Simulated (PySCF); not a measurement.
# C2H13GeNSi2: the cost of one run

The runs use PySCF 2.14.0, with density-fitted response routines of our own; the level of theory stands in each step. All values are computed, except where a source is named. Atoms count from 0, in the outputs and in this text.

**1. The starting structure**

19 atoms, charge 0, multiplicity 1; geometry from: GFN2-xTB.

Bonds of the start (Å): C0–C1 1.53, C1–Si2 1.90, C1–Si3 1.91, Si3–Ge4 2.34, Ge4–N5 1.82, C0–H6 1.09, C0–H7 1.09, C0–H8 1.09, C1–H9 1.10, Si2–H10 1.46, Si2–H11 1.47, Si2–H12 1.46, Si3–H13 1.47, Si3–H14 1.47, Ge4–H15 1.52, Ge4–H16 1.54, N5–H17 1.01, N5–H18 1.01.

**2. TDDFT and polarisability: CAM-B3LYP/def2-SVPD**

The job: settings as JSON, then the geometry in Å.

```
{"job": {"kind": "uv", "xc": "CAM-B3LYP", "basis": "def2-SVPD", "nstates": 8, "ntriplets": 3}, "charge": 0, "multiplicity": 1}
C     -1.413192     1.368061     0.046789
C     -1.237786    -0.082124     0.494322
Si    -2.731399    -1.142208    -0.021961
Si     0.421778    -0.772449    -0.138590
Ge     2.175782     0.670435     0.421697
N      3.688822    -0.335062     0.581813
H     -1.475120     1.431207    -1.038329
H     -0.570438     1.982245     0.373438
H     -2.323230     1.801542     0.460360
H     -1.194142    -0.087327     1.589406
H     -2.587157    -2.490422     0.526000
H     -3.960095    -0.529788     0.493667
H     -2.801424    -1.196063    -1.482893
H      0.356939    -0.920958    -1.601983
H      0.650713    -2.109895     0.419655
H      2.126484     1.362483     1.769497
H      2.417453     1.856703    -0.523670
H      4.536686     0.146498     0.847015
H      3.909523    -0.943628    -0.193367
```

With the program's defaults for keys left out, this is: TDDFT CAM-B3LYP/def2-SVPD, vertical, gas phase, core orbitals frozen in the response.

Run with:

```bash
OMP_NUM_THREADS=1 python probes_run.py task.json out
```

The driver reads the jobs from task.json and runs them one after another.

**Question.** How long does this job take on 1 thread of Arm Neoverse N1, shared host, and how much memory does it need?

About 2.4 min, with a peak of 1.2 GiB.
